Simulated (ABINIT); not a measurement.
The system is BW2.

```
CELL_PARAMETERS angstrom
-2.78400 2.78400 2.37200
2.78400 -2.78400 2.37200
2.78400 2.78400 -2.37200
ATOMIC_POSITIONS crystal
W 0.83080 0.66920 0.50000
W 0.33080 0.83080 0.16160
W 0.16920 0.33080 0.50000
W 0.66920 0.16920 0.83840
B 0.75000 0.75000 0.00000
B 0.25000 0.25000 0.00000
```

- Program: ABINIT 10.8.3 (patched build)
- Task: relaxation of cell and atoms
- Functional: LDA
- Potentials or basis: JTH PAW LDA v2.0
- Cutoff: 435 eV
- k mesh: 7 × 7 × 7
- Occupations: fermi-dirac, width 0.05 eV
- Spin: no spin polarisation

At the start: pressure -9.0 GPa; volume 12.26 Å³/atom.

**Question.** Where does the relaxation end?

**Answer.** Over 7 steps the energy falls by 9.8 meV/atom and the volume is 11.94 Å³/atom (-2.6 %); space group I4/mcm (No. 140, to 0.05 Å).

Step by step:
| step | energy change (eV) | largest force (eV/Å) | pressure (GPa) | volume (Å³) |
| --- | --- | --- | --- | --- |
| 1 | 0.0000 | 0.1482 | -9.04 | 73.54 |
| 2 | -0.0570 | 0.0726 | 0.47 | 71.52 |
| 3 | -0.0580 | 0.0616 | 0.07 | 71.60 |
| 4 | -0.0589 | 0.0249 | -0.13 | 71.65 |
| 5 | -0.0589 | 0.0140 | -0.03 | 71.63 |
| 6 | -0.0589 | 0.0053 | 0.02 | 71.62 |
| 7 | -0.0589 | 0.0010 | 0.02 | 71.62 |

Final structure:
```
W B
1.0
    -2.75283    2.75283    2.36279
     2.75283   -2.75283    2.36279
     2.75283    2.75283   -2.36279
W B
4 2
Cartesian
  0.9352 1.8177 2.3628
  1.8177 -0.9352 2.3628
  1.8177 0.9352 0.0000
  0.9352 3.6880 0.0000
  0.0000 0.0000 3.5442
  0.0000 0.0000 1.1814
```
